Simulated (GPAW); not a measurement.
# Si2Mo in GPAW: a series of runs

Aim: see how the results for Si2Mo move with the level of theory and the settings. Levels: revPBE, WC. Tasks: single point.

Everything below comes from runs of GPAW 26.7.0. Logs are shortened: lines on timing, memory, paths and dates and some standing lists are left out, and cuts for length are marked. The log counts tension as positive stress, the text compression.

## (1) The cell of the first run

The cell holds a slab with vacuum, 9 atoms: a = 3.200 Å, b = 3.200 Å, c = 25.487 Å, α = 90.00°, β = 90.00°, γ = 90.00°.

## (2) Single point, revPBE (the (0 0 1) slab of Si2Mo, cut from the database cell, not relaxed)

File run.py:

```python
import numpy as np
from ase.dft.bandgap import bandgap
from ase.io import read, write
from gpaw import GPAW, PW

atoms = read('POSCAR')
atoms.pbc = (True, True, False)

calc = GPAW(mode=PW(450),
            xc='revPBE',
            kpts={'size': (8, 8, 1), 'gamma': True},
            occupations={'name': 'fermi-dirac', 'width': 0.05},
            nbands=59,
            convergence={'density': 1e-05, 'energy': 1e-05},
            maxiter=150,
            poissonsolver={'dipolelayer': 'xy'},
            txt='gpaw.txt')
atoms.calc = calc
energy = atoms.get_potential_energy()
forces = atoms.get_forces()
calc.write('gs.gpw')
write('result.traj', atoms)
print(f'Energy: {energy:.6f} eV')
print('Forces (eV/A):')
print(forces.round(4))
print('Fermi level:', round(calc.get_fermi_level(), 4), 'eV')
print(f'Gap: {bandgap(calc)[0]:.4f} eV, direct: {bandgap(calc, direct=True)[0]:.4f} eV')

v = calc.get_electrostatic_potential().mean(axis=(0, 1))
z = np.arange(len(v)) * atoms.cell[2, 2] / len(v)
ef = calc.get_fermi_level()
np.savetxt('planar.dat', np.c_[z, v], fmt='%.4f')
below, above = np.interp([1.5, atoms.cell[2, 2] - 1.5], z, v) - ef
print(f'Work functions: bottom {below:.4f} eV, top {above:.4f} eV')
print('Dipole moment:', *calc.get_dipole_moment().round(5), 'e A')
```

File POSCAR:

```
Si2Mo
1.0
    3.2000000000      0.0000000000      0.0000000000
    0.0000000000      3.2000000000      0.0000000000
    0.0000000000      0.0000000000     25.4865740000
Si Mo Si Mo Si Mo Si
1 1 2 1 2 1 1
Direct
    0.0000000000      0.0000000000      0.2942725845
    0.5000000000      0.5000000000      0.3457815476
    0.0000000000      0.0000000000      0.3972905107
    0.5000000000      0.5000000000      0.4484910369
    0.0000000000      0.0000000000      0.5000000000
    0.5000000000      0.5000000000      0.5515089631
    0.0000000000      0.0000000000      0.6027094893
    0.5000000000      0.5000000000      0.6542184524
    0.0000000000      0.0000000000      0.7057274155
```

Potentials or basis: the program's PAW data sets (release 1.2.1) made for this functional, pw.

Started as:

```sh
OMP_NUM_THREADS=1 python run.py
```

gpaw.txt:

```text
__  _  _
 | _ |_)|_||  |
 |__||  | ||/\| - 26.7.0

Input parameters:
  mode=PW(ecut=450.00000000000006),
  convergence={'density': 1e-05, 'energy': 1e-05},
  kpts=MonkhorstPack(size=(8, 8, 1), gamma=True),
  maxiter=150,
  nbands=59,
  occupations=Occupations(name='fermi-dirac', width=0.05),
  poissonsolver=PoissonSolver(dipolelayer='xy'),
  xc=XC(name='revPBE')

Diagonalizing LCAO Hamiltonian
Converting LCAO to pw mode
   .-------.
  /|       |
 * |       |
 | |       |
 | |       |
 | |       |
 | |       |
 | |       |
 | |       |
 | |       |
 | |       |
 Si|       |
 | |  Mo   |
 | |       |
 Si|       |
 | |  Si   |
 | |       |
 Mo|       |
 | |  Si   |
 | |       |
 | |       |
 Si|  Mo   |
 | |       |
 | |       |
 Si|       |
 | |       |
 | |       |
 | |       |
 | |       |
 | |       |
 | |       |
 | .-------.
 |/       /
 *-------*

Atoms  # Å, Bohr magnetons
|   | symbol |        x |        y |         z |    initial magnetic moments |
|---|--------|----------|----------|-----------|-----------------------------|
| 0 |     Si | 0.000000 | 0.000000 |  7.500000 | ( 0.0000,  0.0000,  0.0000) |
| 1 |     Mo | 1.600000 | 1.600000 |  8.812787 | ( 0.0000,  0.0000,  0.0000) |
| 2 |     Si | 0.000000 | 0.000000 | 10.125574 | ( 0.0000,  0.0000,  0.0000) |
| 3 |     Si | 1.600000 | 1.600000 | 11.430500 | ( 0.0000,  0.0000,  0.0000) |
| 4 |     Mo | 0.000000 | 0.000000 | 12.743287 | ( 0.0000,  0.0000,  0.0000) |
| 5 |     Si | 1.600000 | 1.600000 | 14.056074 | ( 0.0000,  0.0000,  0.0000) |
| 6 |     Si | 0.000000 | 0.000000 | 15.361000 | ( 0.0000,  0.0000,  0.0000) |
| 7 |     Mo | 1.600000 | 1.600000 | 16.673787 | ( 0.0000,  0.0000,  0.0000) |
| 8 |     Si | 0.000000 | 0.000000 | 17.986574 | ( 0.0000,  0.0000,  0.0000) |

Unit cell  # Å
| periodic |        x |        y |         z |   lengths |    angles |
|----------|----------|----------|-----------|-----------|-----------|
|      yes | 3.200000 | 0.000000 |  0.000000 |  3.200000 | 90.000000 |
|      yes | 0.000000 | 3.200000 |  0.000000 |  3.200000 | 90.000000 |
|       no | 0.000000 | 0.000000 | 25.486574 | 25.486574 | 90.000000 |

Number of symmetries: 16
Symmetry operations  # r_c * U_cc + t_c -> r_c
|    | kind |            matrix            |
|----|------|------------------------------|
|  0 |  E   |  1, 0, 0,  0, 1, 0,  0, 0, 1 |
|  1 |  σ   |  1, 0, 0,  0, 1, 0,  0, 0,-1 |
|  2 |  σ   |  1, 0, 0,  0,-1, 0,  0, 0, 1 |
|  3 |  C2  |  1, 0, 0,  0,-1, 0,  0, 0,-1 |
|  4 |  σ   |  0, 1, 0,  1, 0, 0,  0, 0, 1 |
|  5 |  C2  |  0, 1, 0,  1, 0, 0,  0, 0,-1 |
|  6 |  C4  |  0, 1, 0, -1, 0, 0,  0, 0, 1 |
|  7 |  S4  |  0, 1, 0, -1, 0, 0,  0, 0,-1 |
|  8 |  C4  |  0,-1, 0,  1, 0, 0,  0, 0, 1 |
|  9 |  S4  |  0,-1, 0,  1, 0, 0,  0, 0,-1 |
| 10 |  σ   |  0,-1, 0, -1, 0, 0,  0, 0, 1 |
| 11 |  C2  |  0,-1, 0, -1, 0, 0,  0, 0,-1 |
| 12 |  σ   | -1, 0, 0,  0, 1, 0,  0, 0, 1 |
| 13 |  C2  | -1, 0, 0,  0, 1, 0,  0, 0,-1 |
| 14 |  C2  | -1, 0, 0,  0,-1, 0,  0, 0, 1 |
| 15 |  i   | -1, 0, 0,  0,-1, 0,  0, 0,-1 |

BZ-sampling:
  Number of BZ points: 64
  Number of IBZ points: 15

  Monkhorst-Pack size: [8, 8, 1]
  Monkhorst-Pack shift: [0.0625, 0.0625, 0.0]

K-points  # in reciprocal-cell coordinates
|     |                                coordinates |     weight |
|-----|--------------------------------------------|------------|
|   0 | (  0.00000000,   0.00000000,   0.00000000) | 0.01562500 |
|   1 | (  0.12500000,   0.00000000,   0.00000000) | 0.06250000 |
|   2 | (  0.12500000,   0.12500000,   0.00000000) | 0.06250000 |
|   3 | (  0.25000000,   0.00000000,   0.00000000) | 0.06250000 |
|   4 | (  0.25000000,   0.12500000,   0.00000000) | 0.12500000 |
|   5 | (  0.25000000,   0.25000000,   0.00000000) | 0.06250000 |
|   6 | (  0.37500000,   0.00000000,   0.00000000) | 0.06250000 |
|   7 | (  0.37500000,   0.12500000,   0.00000000) | 0.12500000 |
|   8 | (  0.37500000,   0.25000000,   0.00000000) | 0.12500000 |
|   9 | (  0.37500000,   0.37500000,   0.00000000) | 0.06250000 |
| ... |                                            |            |
|  14 | (  0.50000000,   0.50000000,   0.00000000) | 0.01562500 |

Plane wave coefficients: 5721
Cutoff: 450.00000000000006 eV

Spin-components: 1 (collinear spins)
Bands:           59
Projectors:      48
Spin-degeneracy: 2
Datatype:        complex128

Parallelization:
  kpt:    1
  domain: 1
  band:   1

Density:
  Valence electrons: 66.0
  Components: 1
  Grid points: [ 16  16 125]
  Charge: 0.0  # |e|

Potential:
  Grid points: [ 16  16 125]

species:
  Si:
    name:    Silicon
    Z:       14.0
    valence: 4
    core:    10
    charge:  0.0  # [|e|]
    compensation charges:
      type: gauss
      rc: 0.33  # [Å]
      lmax: 2
    cutoffs:
      filter: 1.86  # [Å]
      core: 2.06  # [Å]
    projectors
    | kind |    occ | energy [eV] | rcut [Å] |
    |------|--------|-------------|----------|
    |   3s |  2.000 |     -10.782 |    1.058 |
    |   3p |  2.000 |      -4.060 |    1.058 |
    |    s |        |      16.430 |    1.058 |
    |    p |        |      23.151 |    1.058 |
    |    d |        |       0.000 |    1.058 |

    Using partial waves for Si as LCAO basis

  Mo:
    name:    Molybdenum
    Z:       42.0
    valence: 14
    core:    28
    charge:  0.0  # [|e|]
    compensation charges:
      type: gauss
      rc: 0.38  # [Å]
      lmax: 2
    cutoffs:
      filter: 2.16  # [Å]
      core: 1.42  # [Å]
    projectors
    | kind |    occ | energy [eV] | rcut [Å] |
    |------|--------|-------------|----------|
    |   4s |  2.000 |     -64.252 |    1.238 |
    |   5s |  1.000 |      -3.999 |    1.238 |
    |   4p |  6.000 |     -38.444 |    1.296 |
    |   5p |  0.000 |      -1.008 |    1.296 |
    |   4d |  5.000 |      -3.700 |    1.296 |
    |    d |        |      23.512 |    1.296 |

    Using partial waves for Mo as LCAO basis

Reference energy: -377751.508579  # eV

eigensolver:
  PPCG
  Converge bands: occupied
  niter=2

density mixing:
  MSR1-Mixer
  Pratt-step length: 0.05
  Maximum mixing coefficient: 0.75
  Old densities: 10
  SVD Regularization: 0.005
  Good broyden scale: 1.0
  Trust region scale: 1.0
  Backstep threshold: 4.0
  History deletion threshold: 6.0
  Fourier metric: weight=20.0, sigma=0.015

occupation numbers:
  Fermi-Dirac:
    width: 0.0500  # eV

<gpaw.new.pw.poisson.DipoleLayerPWPoissonSolver object>
xc functional:
  name: revPBE with 2 nearest neighbor stencil

convergence criteria:
[... 6 lines left out ...]
|iter     | |      energy | eigst |  dens |
|---------|-|-------------|-------|-------|
|iter:   1| |  -67.383362 | +0.62 |       |
|iter:   2| |  -66.939706 | -1.02 | -0.99 |
|iter:   3| |  -80.518393 | -0.11 | -1.02 |
|iter:   4| |  -75.756323 | -0.30 | -0.77 |
|iter:   5| |  -76.190478 | -0.75 | -0.90 |
|iter:   6| |  -64.812701 | -1.28 | -0.80 |
|iter:   7| |  -64.713405 | -1.85 | -1.40 |
|iter:   8| |  -64.516516 | -2.45 | -1.57 |
|iter:   9| |  -64.514578 | -3.10 | -1.97 |
|iter:  10| |  -64.514639 | -3.92 | -2.59 |
|iter:  11| |  -64.514611c| -4.69 | -2.93 |
|iter:  12| |  -64.514463c| -5.42 | -3.28 |
|iter:  13| |  -64.514478c| -6.53 | -3.94 |
|iter:  14| |  -64.514476c| -7.42c| -4.20 |
|iter:  15| |  -64.514472c| -7.52c| -4.59 |
|iter:  16| |  -64.514472c| -7.95c| -5.32c|

Converged in 16 steps
Energy contributions relative to reference atoms: (reference = -377751.508579)

Energy contributions:
  Kinetic:          -6.503646
  Coulomb:           1.078735
  Zero:             -0.992767
  External:          0.000000
  Xc:              -58.078317
  Entropy:          -0.036955
  Spinorbit:         0.000000
  ----------------------------
  Free energy:     -64.532949
  Extrapolated:    -64.514472

dipole moment: (-39.770781, -39.770781, -0.000094)  # |e|*Ang

Fermi level: 3.185
Eigenvalues  # (at kpt = [0.000, 0.000, 0.000])
| band index |      eig [eV] | occ [0-2] |
|------------|---------------|-----------|
|          0 |       -57.389 |     2.000 |
|        ... |               |           |
|         22 |         0.997 |     2.000 |
|         23 |         1.009 |     2.000 |
|         24 |         1.009 |     2.000 |
|         25 |         1.354 |     2.000 |
|         26 |         1.696 |     2.000 |
|         27 |         1.696 |     2.000 |
[... 8 lines left out ...]
|         36 |         4.253 |     0.000 |
|         37 |         5.398 |     0.000 |
|        ... |               |           |
|         58 |        13.174 |     0.000 |

No gap
No difference between direct/indirect transitions
vacuum-level: 7.661  # V
Workfunctions: 4.476, 4.476 eV (top, bottom)

Forces  # eV/Ang
|        x |        y |        z |
|----------|----------|----------|
| -0.00000 |  0.00000 |  0.50422 |  # Si   0
|  0.00000 | -0.00000 | -0.11362 |  # Mo   1
|  0.00000 |  0.00000 | -0.57616 |  # Si   2
| -0.00000 |  0.00000 | -0.09995 |  # Si   3
| -0.00000 | -0.00000 |  0.00000 |  # Mo   4
| -0.00000 |  0.00000 |  0.09995 |  # Si   5
|  0.00000 |  0.00000 |  0.57616 |  # Si   6
|  0.00000 | -0.00000 |  0.11362 |  # Mo   7
|  0.00000 |  0.00000 | -0.50422 |  # Si   8

# Writing to gs.gpw (mode='')
```

stdout:

```text
Energy: -64.514472 eV
Forces (eV/A):
[[-0.      0.      0.5042]
 [ 0.     -0.     -0.1136]
 [ 0.      0.     -0.5762]
 [-0.      0.     -0.1   ]
 [-0.     -0.      0.    ]
 [-0.      0.      0.1   ]
 [ 0.      0.      0.5762]
 [ 0.     -0.      0.1136]
 [ 0.      0.     -0.5042]]
Fermi level: 3.1852 eV
Gap: 0.0000 eV, direct: 0.0000 eV
Work functions: bottom 4.4755 eV, top 4.4755 eV
Dipole moment: -39.77078 -39.77078 -9e-05 e A
```

planar.dat:

```text
0.0000 7.6607
0.1019 7.6607
0.2039 7.6607
0.3058 7.6607
0.4078 7.6607
0.5097 7.6607
[... 242 lines left out ...]
25.2827 7.6607
25.3846 7.6607
```

It took 1.7 min on 1 thread of Arm Neoverse V2, shared host; peak memory 0.3 GiB.

What came out:

| Property | Result |
| --- | --- |
| Free energy | -64.5329 eV |
| Largest force | 0.576 eV/Å |
| Band gap on the k mesh | none (metal or under the smearing width) |
| Dipole across the slab | 0.00 e·Å |
| Work function of the upper face | 4.48 eV |
| Work function of the lower face | 4.48 eV |

Forces in eV/Å, atoms in the order of the input:
```
Si   0.000  0.000  0.504
Mo   0.000  0.000 -0.114
Si   0.000  0.000 -0.576
Si   0.000  0.000 -0.100
Mo   0.000  0.000  0.000
Si   0.000  0.000  0.100
Si   0.000  0.000  0.576
Mo   0.000  0.000  0.114
Si   0.000  0.000 -0.504
```

Levels at points of the mesh, in eV from the Fermi level:
```
           k point  band 30  band 31  band 32  band 33  band 34  band 35  band 36  band 37
(0.00, 0.00, 0.00)    -0.50     0.66     0.75     0.78     0.81     0.81     0.93     1.07
(0.50, 0.00, 0.00)    -1.75    -0.39    -0.31    -0.17    -0.14    -0.05     2.34     2.35
(0.50, 0.50, 0.00)    -1.94    -1.27    -1.24    -1.24     0.17     1.39     2.03     2.49
```

## (3) Single point, WC (the (0 0 1) slab of Si2Mo, cut from the database cell, not relaxed)

run.py, as its differences from that of step 2:

```diff
@@ -3,3 +3,5 @@
 from ase.io import read, write
-from gpaw import GPAW, PW
+from gpaw import GPAW, PW, setup_paths
+
+setup_paths.insert(0, '.')
 
@@ -9,3 +11,3 @@
 calc = GPAW(mode=PW(450),
-            xc='revPBE',
+            xc='WC',
             kpts={'size': (8, 8, 1), 'gamma': True},
```

POSCAR is that of step 2.

Potentials or basis: PAW data sets generated in the run's folder for this functional, pw.

Started as:

```sh
gpaw-setup -f WC Mo Si
OMP_NUM_THREADS=1 python run.py
```

It took 1.7 min on 1 thread of Arm Neoverse V2, shared host; peak memory 0.3 GiB.

Results (log left out):

* Free energy: -71.8693 eV
* Largest force: 0.820 eV/Å
* Band gap on the k mesh: none (metal or under the smearing width)
* Dipole across the slab: 0.00 e·Å
* Work function of the upper face: 4.57 eV
* Work function of the lower face: 4.57 eV

Forces on the atoms (eV/Å):
```
Si   0.000  0.000  0.820
Mo   0.000  0.000 -0.022
Si   0.000  0.000 -0.633
Si   0.000  0.000 -0.032
Mo   0.000  0.000  0.000
Si   0.000  0.000  0.032
Si   0.000  0.000  0.633
Mo   0.000  0.000  0.022
Si   0.000  0.000 -0.820
```

Levels at points of the mesh, in eV from the Fermi level:
| k point | band 31 | band 32 | band 33 | band 34 | band 35 | band 36 |
| --- | --- | --- | --- | --- | --- | --- |
| (0.00, 0.00, 0.00) | 0.67 | 0.76 | 0.79 | 0.81 | 0.81 | 0.90 |
| (0.50, 0.00, 0.00) | -0.38 | -0.29 | -0.16 | -0.13 | -0.04 | 2.33 |
| (0.50, 0.50, 0.00) | -1.26 | -1.22 | -1.22 | 0.13 | 1.34 | 2.02 |
